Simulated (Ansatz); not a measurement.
# Alloy of Si and Ge (40 of 64 Si sites exchanged), 64 atoms

Aim: relax the alloy cell and compare the gap by PBEsol and HSE06.

Program: Ansatz 0.2.0, PAW, plane waves. These are calculated values, not measurements.

### 1 The starting cell

64 atoms (40 Ge, 24 Si); a = 11.167 Å, b = 11.167 Å, c = 11.167 Å, α = 90.00°, β = 90.00°, γ = 90.00°. All atoms were shaken off their sites by about 0.02 Å along each axis; atoms next to an added one may be pushed further to make room.

The runs, in order: (2) PBEsol cell relaxation at the single k point (¼, ¼, ¼), on 1 × NVIDIA GB200 with 8 threads of Arm Neoverse-V2; (3) HSE06 single point at the single k point (¼, ¼, ¼), on 1 × NVIDIA GB200 with 8 threads of Arm Neoverse-V2.

### 2 Relaxing cell and atoms with PBEsol

in.yaml

```yaml
crystal:
  lattice:
    - [11.166654, 0.000000, 0.000000]
    - [0.000000, 11.166654, 0.000000]
    - [0.000000, 0.000000, 11.166654]
  atoms:
    - { symbol: Ge, position: [0.001721, 0.996981, 0.001308] }
    - { symbol: Ge, position: [0.998714, 0.500004, 0.999459] }
    - { symbol: Ge, position: [0.000980, 0.500098, 0.503116] }
    - { symbol: Ge, position: [0.501171, 0.004269, 0.000815] }
    - { symbol: Ge, position: [0.501988, 0.497624, 0.498955] }
    - { symbol: Ge, position: [0.125405, 0.126533, 0.125202] }
    - { symbol: Ge, position: [0.128675, 0.123563, 0.622260] }
    - { symbol: Ge, position: [0.626569, 0.124500, 0.122939] }
    - { symbol: Ge, position: [0.627356, 0.625492, 0.127762] }
    - { symbol: Ge, position: [0.250072, 0.248841, 0.499562] }
    - { symbol: Ge, position: [0.249470, 0.754418, 0.997326] }
    - { symbol: Ge, position: [0.246639, 0.750999, 0.500711] }
    - { symbol: Ge, position: [0.749412, 0.248484, 0.499944] }
    - { symbol: Ge, position: [0.748317, 0.753292, 0.000372] }
    - { symbol: Ge, position: [0.752449, 0.752452, 0.504001] }
    - { symbol: Ge, position: [0.372755, 0.877086, 0.121655] }
    - { symbol: Ge, position: [0.374893, 0.875301, 0.623253] }
    - { symbol: Ge, position: [0.873015, 0.375832, 0.626254] }
    - { symbol: Ge, position: [0.875363, 0.875407, 0.125285] }
    - { symbol: Ge, position: [0.878080, 0.873959, 0.624792] }
    - { symbol: Ge, position: [0.247153, 0.999069, 0.749234] }
    - { symbol: Ge, position: [0.247448, 0.498767, 0.249005] }
    - { symbol: Ge, position: [0.248408, 0.501648, 0.750335] }
    - { symbol: Ge, position: [0.753834, 0.998965, 0.251436] }
    - { symbol: Ge, position: [0.750712, 0.497541, 0.248908] }
    - { symbol: Ge, position: [0.374937, 0.123191, 0.376902] }
    - { symbol: Ge, position: [0.374745, 0.623389, 0.878673] }
    - { symbol: Ge, position: [0.876066, 0.123641, 0.375232] }
    - { symbol: Ge, position: [0.875384, 0.127914, 0.875579] }
    - { symbol: Ge, position: [0.878927, 0.624571, 0.876092] }
    - { symbol: Ge, position: [0.999436, 0.252180, 0.248053] }
    - { symbol: Ge, position: [0.999215, 0.252296, 0.752030] }
    - { symbol: Ge, position: [0.002553, 0.747679, 0.751807] }
    - { symbol: Ge, position: [0.501805, 0.249968, 0.247212] }
    - { symbol: Ge, position: [0.501147, 0.750059, 0.249561] }
    - { symbol: Ge, position: [0.125345, 0.875424, 0.376290] }
    - { symbol: Ge, position: [0.123669, 0.872172, 0.875164] }
    - { symbol: Ge, position: [0.624992, 0.372323, 0.374199] }
    - { symbol: Ge, position: [0.626312, 0.873699, 0.373398] }
    - { symbol: Ge, position: [0.623896, 0.875045, 0.872852] }
    - { symbol: Si, position: [0.001351, 0.001851, 0.500157] }
    - { symbol: Si, position: [0.501552, 0.000354, 0.502017] }
    - { symbol: Si, position: [0.498605, 0.502651, 0.000317] }
    - { symbol: Si, position: [0.124423, 0.625609, 0.124334] }
    - { symbol: Si, position: [0.125112, 0.627178, 0.623303] }
    - { symbol: Si, position: [0.624455, 0.124018, 0.624112] }
    - { symbol: Si, position: [0.624865, 0.624318, 0.626391] }
    - { symbol: Si, position: [0.248764, 0.246045, 0.996059] }
    - { symbol: Si, position: [0.747161, 0.247794, 0.001951] }
    - { symbol: Si, position: [0.374874, 0.378292, 0.124460] }
    - { symbol: Si, position: [0.378899, 0.373959, 0.622735] }
    - { symbol: Si, position: [0.878716, 0.375378, 0.123905] }
    - { symbol: Si, position: [0.250283, 0.003453, 0.249936] }
    - { symbol: Si, position: [0.750873, 0.997403, 0.751948] }
    - { symbol: Si, position: [0.749403, 0.499490, 0.753997] }
    - { symbol: Si, position: [0.373746, 0.122438, 0.873950] }
    - { symbol: Si, position: [0.374612, 0.625412, 0.373811] }
    - { symbol: Si, position: [0.875860, 0.621264, 0.373625] }
    - { symbol: Si, position: [0.998700, 0.749039, 0.250888] }
    - { symbol: Si, position: [0.497647, 0.250096, 0.751923] }
    - { symbol: Si, position: [0.498355, 0.750334, 0.750355] }
    - { symbol: Si, position: [0.126508, 0.376567, 0.374299] }
    - { symbol: Si, position: [0.124652, 0.371969, 0.874182] }
    - { symbol: Si, position: [0.622970, 0.371580, 0.875468] }
  symmetry: { detect: false }
kpoints:
  mp_grid: { grid: [1, 1, 1], shift: [0.25, 0.25, 0.25] }
hamiltonian:
  xc: pbesol
scf:
  occupations: { method: fermi_dirac, width: 0.01 }
relax:
  f_tol: 0.03
  max_steps: 80
  escape_saddle: false
  adjacent_minimum: "off"
  cell: { fix: [shape] }
output:
  forces: true
  eigenvalues: true
  populations: true
```

Started as:

```
ansatz run in.yaml --threads 8 --pin off --max-ram 118750MiB --runs-dir r --events-out ev --progress --plain --backend cuda --devices 0, --max-vram 170GiB
```

After this run come: HSE06 on the final geometry.

Before running it: what results should come out? Wanted: for each run, top filled to lowest empty.

The runs gave:

```
             level         time  top filled to lowest empty (eV)
PBEsol, relaxation  4.4 s (GPU)                             1.00
             HSE06   26 s (GPU)                             1.72
```

```
     quantity                                                                         value
   relaxation                                              4 recorded steps, 1.05 eV gained
largest shift                                                                 0.11 Å (Ge11)
 relaxed cell  a = 11.148 Å, b = 11.148 Å, c = 11.148 Å, α = 90.00°, β = 90.00°, γ = 90.00°
   mean bonds                                       Ge–Ge 2.445, Ge–Si 2.402, Si–Si 2.366 Å
```

**Reading.** The relaxation lowers the energy by 1.05 eV; the largest shift is 0.11 Å (Ge11), while the volume changes by -0.5 %. Part of this undoes the random shake of the start. The mean lengths of the listed bonds run from Si–Si 2.37 Å to Ge–Ge 2.45 Å. At the same k points, PBEsol gives a spacing 0.73 eV smaller than the 1.72 eV of HSE06. Spin–orbit coupling is left out, which matters for the band edges of the heavier elements here. With one k point the spacing samples only the states that fold onto it, so it can exceed the gap over the zone.
